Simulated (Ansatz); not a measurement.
# Ca3ZnSe4 (P-43m) in Ansatz: single point with PBE

Aim: the single point of Ca3ZnSe4 with PBE.

Program: Ansatz 0.2.0. These are calculated values, not measurements. Logs are shortened: lines on timing, memory, paths and dates and some standing lists are left out, and cuts for length are marked.

## 1. The cell of the first run

It takes space group P-43m (No. 215, cubic). Conventional cell: a = 6.382 Å, b = 6.382 Å, c = 6.382 Å, α = 90.00°, β = 90.00°, γ = 90.00°. Se (site symmetry 3m) is surrounded by 1 Zn at 2.54 Å and 3 Ca at 2.84 Å. Around Zn (site symmetry -43m) lie 4 Se at 2.54 Å. Ca (site symmetry -42m) has 4 Se at 2.84 Å as nearest neighbours.

The cell comes from a database or a generator and needn't be the stable form of this composition.

## 2. Single point, PBE (another cell of the same crystal, with 8 atoms)

File input.yaml:

```yaml
crystal:
  lattice:
    - [6.381835, 0.0, 0.0]
    - [0.0, 6.381835, 0.0]
    - [0.0, 0.0, 6.381835]
  atoms:
    - { symbol: Se, position: [0.230093, 0.230093, 0.230093] }
    - { symbol: Se, position: [0.230093, 0.769907, 0.769907] }
    - { symbol: Se, position: [0.769907, 0.769907, 0.230093] }
    - { symbol: Se, position: [0.769907, 0.230093, 0.769907] }
    - { symbol: Zn, position: [0.0, 0.0, 0.0] }
    - { symbol: Ca, position: [0.5, 0.0, 0.5] }
    - { symbol: Ca, position: [0.0, 0.5, 0.5] }
    - { symbol: Ca, position: [0.5, 0.5, 0.0] }
hamiltonian:
  xc: pbe
  pseudopotentials: { kind: paw }
kpoints:
  mp_grid: { grid: [4, 4, 4] }
scf:
  occupations: { method: gaussian, width: 0.05 }
output:
  forces: true
  stress: true
  eigenvalues: true
```

Potentials or basis: Ansatz PAW.

Command:

```bash
> ansatz run input.yaml --threads 4 --pin off --max-ram 11264MiB --backend cpu --events-out ev --progress --plain --runs-dir out
```

What it wrote:

```text
Warning: RAYON_NUM_THREADS=4 ignored (pool sized by the plan → 4); use --threads N
Engine: ansatz 0.2.0, aarch64-unknown-linux-gnu
Pseudopotentials: kind: paw
Pseudopotential: Se, paw, valence charge 16, recommended cutoff 420 eV (normal), Se.paw.azcp
Pseudopotential: Zn, paw, valence charge 12, recommended cutoff 420 eV (normal), Zn.paw.azcp
Pseudopotential: Ca, paw, valence charge 10, recommended cutoff 420 eV (normal), Ca.paw.azcp
Functional definition: PBE
  parameter kappa = 0.804
  parameter beta = 0.06672455060314922
  exchange = pbe_x(kappa = kappa, mu = beta*pi^2/3)
  correlation = pbe_c(beta = beta)
Crystal: 8 atoms, lattice volume = 259.918 Å³
Basis set: ecut = 420 eV, 5041 PW (Γ), exchange–correlation on 90×90×90 points (8 copies of the dense FFT grid, shifted against one another)
Bands: 64, of which v1, the nominal top of the filled ones, is band 53 counted from 1 (52 counted from 0)
Symmetry: 24 space group operations
Space group: P-43m (ITA 215), of the structure as read, at distance tolerance 6.4e-5 Å
k-points: 10 of 64 (time reversal used)
Non-local potential: Se, projectors of the file, l = 0: 2, l = 1: 2, l = 2: 3, l = 3: 1
Non-local potential: Zn, projectors of the file, l = 0: 2, l = 1: 2, l = 2: 3, l = 3: 1
Non-local potential: Ca, projectors of the file, l = 0: 3, l = 1: 2, l = 2: 2
PAW form: soft (Blöchl's): semilocal exchange-correlation on the pseudo side does not see the compensation charge
PAW one-centre angular grid: Se, 590 points (default); XC on 64 Gauss nodes
PAW one-centre angular grid: Zn, 590 points (default); XC on 64 Gauss nodes
PAW one-centre angular grid: Ca, 110 points (default); XC on 64 Gauss nodes
Initial density: superposition of atomic densities (neutral atoms: chi_scale 0, normalization atom), corrected by the library's trained network
Initial wavefunctions: pseudopotential atomic-orbital guess
Functional: x = pbe(κ = 0.804, μ = 0.2195149727645171), c = pbe(β = 0.06672455060314922)
SCF iter   1: F=—  HF=-30657.583550 eV  |F-HF|=—  |Δ(HF+E_count)|=         —  Δρ=1.03e-3  dr2=6.89e-3  ethr=1.77e-3  ⟨swp⟩=9.7  Hψ=3085  notcnv=0  defer=5
preconditioner: auto → Resta (q_TF=auto, 2.349 Å⁻¹)  ε∞=4.1  [insulator: Δε(μ)=2.028 eV  Ē_g=8.496 eV  σ=0.050 eV  W_gap=1.00  n_scr=56 (ndim 8)  ℏωp=14.9 eV  f_vac=0.181  D(μ)=0.00/eV (n_scr^D=0)  ε∞_Penn≈4.1]
SCF iter   2: F=—  HF=-30657.582972 eV  |F-HF|=—  |Δ(HF+E_count)|=   5.78e-4  Δρ=5.18e-4  dr2=1.00e-3  ethr=6.50e-6  ⟨swp⟩=2.0  Hψ=850  notcnv=0  defer=11
SCF iter   3: F=—  HF=-30657.583527 eV  |F-HF|=—  |Δ(HF+E_count)|=   5.55e-4  Δρ=1.84e-4  dr2=1.42e-4  ethr=9.46e-7  ⟨swp⟩=2.0  Hψ=779  notcnv=0  defer=1
automatic band count: iteration 3 solves 61 bands in place of 64: the levels show a gap, and the empty bands left out lie too high to hold charge; the band table lists the bands solved (type scf.n_extra_bands for more)
SCF iter   4: F=—  HF=-30657.583689 eV  |F-HF|=—  |Δ(HF+E_count)|=   1.63e-4  Δρ=1.08e-4  dr2=3.90e-5  ethr=1.34e-7  ⟨swp⟩=2.4  Hψ=1084  notcnv=0  defer=1
SCF iter   5: F=—  HF=-30657.583726 eV  |F-HF|=—  |Δ(HF+E_count)|=   3.63e-5  Δρ=6.91e-5  dr2=9.09e-6  ethr=3.68e-8  ⟨swp⟩=2.0  Hψ=772  notcnv=0  defer=1
SCF iter   6: F=—  HF=-30657.583731 eV  |F-HF|=—  |Δ(HF+E_count)|=   5.44e-6  Δρ=1.86e-5  dr2=1.31e-6  ethr=8.57e-9  ⟨swp⟩=2.0  Hψ=772  notcnv=0  defer=1
SCF iter   7: F=—  HF=-30657.583733 eV  |F-HF|=—  |Δ(HF+E_count)|=   2.05e-6  Δρ=8.30e-6  dr2=2.58e-7  ethr=1.24e-9  ⟨swp⟩=2.0  Hψ=780  notcnv=0  defer=1
SCF iter   8: F=-30657.583734 eV  HF=-30657.583734 eV  |F-HF|=3.08e-8  |Δ(HF+E_count)|=   4.55e-7  Δρ=1.73e-6  dr2=1.49e-8  ethr=9.43e-11  ⟨swp⟩=9.1  Hψ=2406  notcnv=0
SCF 1 converged in 8 iterations: F = -30657.583734 eV  dr2 = 1.49e-8
SCF converged after 8 iterations
Free energy (F): -30657.583734 eV
Harris-Foulkes:  -30657.583734 eV  (|F-HF|=3.08e-8)
Internal energy: -30657.583734 eV  (E = F + TS)
E sigma→0 (E₀):  -30657.583734 eV
Fermi energy:    4.726605 eV
--- Per-component energies (eV) ---
  E_band       = -2174.805955
  E_kinetic    = 1441.553522
  E_local      = -16264.734669  (includes V_loc(G=0)·N_el)
  E_nonlocal   = -1579.389957
  E_hartree    = 7451.423588
  E_xc         = -967.600722
  E_vxc        = -960.475100  (∫ρ·V_xc dr)
  E_paw        = -12048.320355  (= ΣΔE_a)
  E_vpaw       = 285.394243  (= ΣTr[D̂ρ^β])
  E_aug_tail   = -0.002742  (compensation charges beyond the density's cutoff)
  E_ewald      = -8690.512398
  E_smearing   = -0.000000  (= −TS)
  E_closure    = -0.000000  (closes the sum)
  Σ components = -30657.583734   (vs F -30657.583734, Δ=0.00e0)
--- Forces (eV/Å), atoms counted from 1 ---
  atom   1  Se    -0.01408981    -0.01408981    -0.01408981
  atom   2  Se    -0.01408981     0.01408981     0.01408981
  atom   3  Se     0.01408981     0.01408981    -0.01408981
  atom   4  Se     0.01408981    -0.01408981     0.01408981
  atom   5  Zn    -0.00000000     0.00000000     0.00000000
  atom   6  Ca    -0.00000000     0.00000000     0.00000000
  atom   7  Ca     0.00000000     0.00000000    -0.00000000
  atom   8  Ca    -0.00000000     0.00000000     0.00000000
  max |Σ_I F_I| component: 9.14e-17 eV/Å
--- Stress (GPa, compression-positive) ---
       -0.119563       0.000000       0.000000
       -0.000000      -0.119563      -0.000000
        0.000000      -0.000000      -0.119563
  P = ⅓ Tr σ = -0.1196 GPa (-1.196 kbar)
--- Band table (eV; the first three rows and the last of 10) ---
  k-point 0: bands = ["-41.5210", "-41.5209", "-41.5209", "-41.5209", "-41.5000", "-41.5000", "-41.4999", "-41.4999", "-41.4999", "-41.4999", "-41.4999", "-41.4999", "-41.4422", "-41.4422", "-41.4421", "-41.4421", "-41.4421", "-41.4420", "-41.4420", "-41.4420", "-35.6587", "-35.6560", "-35.6560", "-16.7492", "-16.7492", "-16.7492", "-16.6705", "-16.6705", "-16.6705", "-16.6629", "-16.6629", "-16.6629", "-7.2075", "-6.7124", "-6.7124", "-6.7124", "-1.5369", "-1.5369", "-1.5369", "-1.5000", "-1.5000", "0.5269", "2.2694", "2.2694", "2.8619", "2.8619", "2.8619", "3.5440", "3.5440", "3.5440", "3.6412", "3.6412", "3.6412", "5.7454", "7.2101", "7.2101", "7.2101", "7.5762", "8.7062", "8.7062", "9.2985"]
  k-point 1: bands = ["-41.5210", "-41.5209", "-41.5209", "-41.5209", "-41.5000", "-41.5000", "-41.4999", "-41.4999", "-41.4999", "-41.4999", "-41.4999", "-41.4999", "-41.4422", "-41.4422", "-41.4421", "-41.4421", "-41.4421", "-41.4420", "-41.4420", "-41.4420", "-35.6583", "-35.6563", "-35.6560", "-16.7481", "-16.7481", "-16.7467", "-16.6733", "-16.6719", "-16.6719", "-16.6630", "-16.6626", "-16.6626", "-7.1470", "-6.7777", "-6.7125", "-6.7125", "-1.5475", "-1.5361", "-1.5361", "-1.4986", "-1.4963", "0.6123", "2.3140", "2.4245", "2.7379", "2.8086", "2.8086", "3.2622", "3.3190", "3.5237", "3.5237", "3.6764", "3.6764", "6.4014", "7.3529", "7.3767", "7.3767", "8.0556", "8.5794", "8.7533", "9.2531"]
  k-point 2: bands = ["-41.5210", "-41.5209", "-41.5209", "-41.5209", "-41.5000", "-41.5000", "-41.4999", "-41.4999", "-41.4999", "-41.4999", "-41.4999", "-41.4999", "-41.4421", "-41.4421", "-41.4421", "-41.4421", "-41.4421", "-41.4421", "-41.4420", "-41.4420", "-35.6578", "-35.6569", "-35.6560", "-16.7470", "-16.7470", "-16.7441", "-16.6763", "-16.6732", "-16.6732", "-16.6631", "-16.6623", "-16.6623", "-7.0480", "-6.8816", "-6.7126", "-6.7126", "-1.5572", "-1.5353", "-1.5353", "-1.4972", "-1.4933", "0.7103", "2.3367", "2.7596", "2.7596", "2.7746", "2.7965", "2.8116", "2.8800", "3.5064", "3.5064", "3.7056", "3.7056", "7.5065", "7.5274", "7.5542", "7.5542", "8.2315", "8.2673", "8.8034", "9.0769"]
  k-point 9: bands = ["-41.5210", "-41.5209", "-41.5209", "-41.5209", "-41.5000", "-41.5000", "-41.5000", "-41.4999", "-41.4999", "-41.4999", "-41.4999", "-41.4999", "-41.4421", "-41.4421", "-41.4421", "-41.4421", "-41.4421", "-41.4421", "-41.4420", "-41.4420", "-35.6569", "-35.6569", "-35.6569", "-16.7736", "-16.7292", "-16.7292", "-16.6861", "-16.6861", "-16.6861", "-16.6530", "-16.6530", "-16.6530", "-6.9523", "-6.7968", "-6.7968", "-6.7968", "-1.5373", "-1.5373", "-1.5373", "-1.4901", "-1.4901", "0.5412", "1.8879", "1.8879", "1.8879", "3.5345", "3.5345", "3.5345", "3.5654", "3.5654", "3.6167", "3.6167", "3.6167", "6.4899", "8.4683", "8.4683", "8.4683", "8.9836", "8.9836", "8.9836", "9.1027"]
```

It took 3.7 s on 4 threads of Arm Neoverse V1, shared host; peak memory 0.68 GiB.

Results:

| Property | Result |
| --- | --- |
| Free energy | -30657.5837 eV |
| Pressure | -0.1 GPa |
| Largest force | 0.024 eV/Å |
| Band gap on the k mesh | 2.04 eV, indirect (least direct gap 2.10 eV) |

Forces in eV/Å, atoms in the order of the input:
```
Se  -0.014 -0.014 -0.014
Se  -0.014  0.014  0.014
Se   0.014  0.014 -0.014
Se   0.014 -0.014  0.014
Zn   0.000  0.000  0.000
Ca   0.000  0.000  0.000
Ca   0.000  0.000  0.000
Ca   0.000  0.000  0.000
```

Levels at points of the mesh, in eV from the valence-band top:
```tsv
k point	band 51	band 52	band 53	band 54	band 55	band 56
(0.00, 0.00, 0.00)	-0.06	-0.06	-0.06	2.04	3.50	3.50
(0.00, 0.00, -0.50)	-0.20	0.00	0.00	3.80	3.82	3.85
(0.00, -0.50, -0.50)	-0.12	-0.12	-0.04	3.77	4.17	4.39
(-0.50, -0.50, -0.50)	-0.09	-0.09	-0.09	2.78	4.76	4.76
```

A k mesh can miss the band edges.
